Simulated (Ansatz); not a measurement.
**P: a tetragonal deformation path**

This session takes P and sets out to follow a tetragonal deformation at fixed volume.

Program: Ansatz 0.2.0. Level of theory: DFT PBEsol+D3(BJ), scalar-relativistic, plane waves, PAW. These are calculated values, not measurements.

## 1. Starting point

It takes space group P4/mmm (No. 123, tetragonal). Conventional cell: a = 4.273 Å, b = 4.273 Å, c = 4.378 Å, α = 90.00°, β = 90.00°, γ = 90.00°. Around P (site symmetry 4/mmm) lie 6 P at 4.27 to 4.38 Å.

Structure file:

```
CELL_PARAMETERS angstrom
4.27290 0.00000 0.00000
0.00000 4.27290 0.00000
0.00000 0.00000 4.37800
ATOMIC_POSITIONS crystal
P 0.00000 0.00000 0.00000
```

The cell is taken as given, not relaxed at this level.

## 2. The reference cell

Reference values: F = -735.5493 eV; pressure -4.04 GPa; largest force 0.000 eV/Å; gap on the mesh none (metal). It was computed beforehand with the settings of the runs below.

## 3. Setting up a tetragonal deformation path

At fixed volume and fractional coordinates, lengths along (0.000, 0.000, 1.000) are scaled against those across it; ρ is that ratio over its starting value.

## 4. At ρ = 0.850

input.yaml

```yaml
crystal:
  lattice:
    - [4.5107654724, 0.0, 0.0]
    - [0.0, 4.5107654724, 0.0]
    - [0.0, 0.0, 3.9284543215]
  atoms:
    - { symbol: P, position: [0.0, 0.0, 0.0] }
basis:
  ecutwfc: 420
kpoints:
  mp_grid: { grid: [12, 12, 12] }
hamiltonian:
  xc: pbesol
  dispersion: d3bj
scf:
  occupations: { method: gaussian, width: 0.15 }
output:
  forces: true
  stress: true
  eigenvalues: true
```

On the command line:

```console
$ ansatz run input.yaml --threads 1 --pin off --max-ram 2560MiB --backend cpu --events-out ev --progress --plain --runs-dir out
```

## 5. At ρ = 1.200

input.yaml: that of step 4 with these lines changed.

```diff
@@ -2,5 +2,5 @@
   lattice:
-    - [4.5107654724, 0.0, 0.0]
-    - [0.0, 4.5107654724, 0.0]
-    - [0.0, 0.0, 3.9284543215]
+    - [4.0209574188, 0.0, 0.0]
+    - [0.0, 4.0209574188, 0.0]
+    - [0.0, 0.0, 4.9438268813]
   atoms:
```

## 6. ρ = 0.920

input.yaml: that of step 5 with these lines changed.

```diff
@@ -2,5 +2,5 @@
   lattice:
-    - [4.0209574188, 0.0, 0.0]
-    - [0.0, 4.0209574188, 0.0]
-    - [0.0, 0.0, 4.9438268813]
+    - [4.393331223, 0.0, 0.0]
+    - [0.0, 4.393331223, 0.0]
+    - [0.0, 0.0, 4.1412772709]
   atoms:
```

## 7. Point ρ = 1.100

input.yaml: that of step 6 with these lines changed.

```diff
@@ -2,5 +2,5 @@
   lattice:
-    - [4.393331223, 0.0, 0.0]
-    - [0.0, 4.393331223, 0.0]
-    - [0.0, 0.0, 4.1412772709]
+    - [4.1392881578, 0.0, 0.0]
+    - [0.0, 4.1392881578, 0.0]
+    - [0.0, 0.0, 4.6652065926]
   atoms:
```

## 8. Point ρ = 0.960

input.yaml: that of step 7 with these lines changed.

```diff
@@ -2,5 +2,5 @@
   lattice:
-    - [4.1392881578, 0.0, 0.0]
-    - [0.0, 4.1392881578, 0.0]
-    - [0.0, 0.0, 4.6652065926]
+    - [4.3314450751, 0.0, 0.0]
+    - [0.0, 4.3314450751, 0.0]
+    - [0.0, 0.0, 4.2604608539]
   atoms:
```

## 9. ρ = 1.050

input.yaml: that of step 8 with these lines changed.

```diff
@@ -2,5 +2,5 @@
   lattice:
-    - [4.3314450751, 0.0, 0.0]
-    - [0.0, 4.3314450751, 0.0]
-    - [0.0, 0.0, 4.2604608539]
+    - [4.2039749835, 0.0, 0.0]
+    - [0.0, 4.2039749835, 0.0]
+    - [0.0, 0.0, 4.5227434841]
   atoms:
```

## 10. At ρ = 0.800

input.yaml: that of step 9 with these lines changed.

```diff
@@ -2,5 +2,5 @@
   lattice:
-    - [4.2039749835, 0.0, 0.0]
-    - [0.0, 4.2039749835, 0.0]
-    - [0.0, 0.0, 4.5227434841]
+    - [4.602847226, 0.0, 0.0]
+    - [0.0, 4.602847226, 0.0]
+    - [0.0, 0.0, 3.7728460292]
   atoms:
```

## 11. ρ = 1.300

input.yaml: that of step 10 with these lines changed.

```diff
@@ -2,5 +2,5 @@
   lattice:
-    - [4.602847226, 0.0, 0.0]
-    - [0.0, 4.602847226, 0.0]
-    - [0.0, 0.0, 3.7728460292]
+    - [3.9150932022, 0.0, 0.0]
+    - [0.0, 3.9150932022, 0.0]
+    - [0.0, 0.0, 5.2148040255]
   atoms:
```

(Steps that only read results are left out.)

What does the calculation give? Wanted: highest point.

The runs gave:

```
     quantity                      value
highest point  0.9 meV/atom at ρ = 0.960
```

The energy drops below the reference, by 242.0 meV/atom at ρ = 1.300; the cell was taken as given and not relaxed at this level. No further minimum shows among the sampled points.
